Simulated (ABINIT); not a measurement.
Hf2Pt:

```xyz
3
Lattice="3.6872 0.0000 0.0000 -1.8436 3.1932 0.0000 0.0000 0.0000 4.2107" Properties=species:S:1:pos:R:3 pbc="T T T"
Hf    0.0000    2.1288    2.1054
Hf    1.8436    1.0644    2.1054
Pt    0.0000    0.0000    0.0000
```

The cell was built by a generator and needn't be a form met in nature.

```yaml
Program: ABINIT 10.8.3 (patched build)
Task: relaxation of cell and atoms
Functional: PBE
Potentials_or_basis: JTH PAW PBE v2.0
Cutoff: 544 eV
k_mesh: 8 × 8 × 6
Occupations: fermi-dirac, width 0.05 eV
Spin: no spin polarisation
```

At the start: pressure 59.1 GPa; volume 16.53 Å³/atom.

Task: How do energy, volume and symmetry change on relaxing?

Result: Over 10 steps the energy falls by 2963.0 meV/atom and the volume is 18.66 Å³/atom (+12.9 %); space group P6/mmm (No. 191, to 0.05 Å).

Step by step:
| step | energy change (eV) | largest force (eV/Å) | pressure (GPa) | volume (Å³) |
| --- | --- | --- | --- | --- |
| 1 | 0.0000 | 0.0000 | 59.06 | 49.58 |
| 2 | -4.3784 | 0.0000 | 11.58 | 58.78 |
| 3 | -6.3999 | 0.0000 | -3.17 | 62.89 |
| 4 | -8.0299 | 0.0000 | -9.78 | 62.73 |
| 5 | -8.8302 | 0.0000 | -6.21 | 58.70 |
| 6 | -8.8550 | 0.0000 | -1.17 | 56.73 |
| 7 | -8.8865 | 0.0000 | -1.41 | 56.56 |
| 8 | -8.8889 | 0.0000 | -0.14 | 56.04 |
| 9 | -8.8890 | 0.0000 | 0.02 | 55.98 |
| 10 | -8.8890 | 0.0000 | 0.00 | 55.99 |

Final structure:
```
Hf Pt
1.0
     4.78845    0.00000    0.00000
    -2.39422    4.14692    0.00000
     0.00000    0.00000    2.81975
Hf Pt
2 1
Direct
  0.33333 0.66667 0.50000
  0.66667 0.33333 0.50000
  0.00000 0.00000 0.00000
```

Caveat: the atomic spheres overlap.
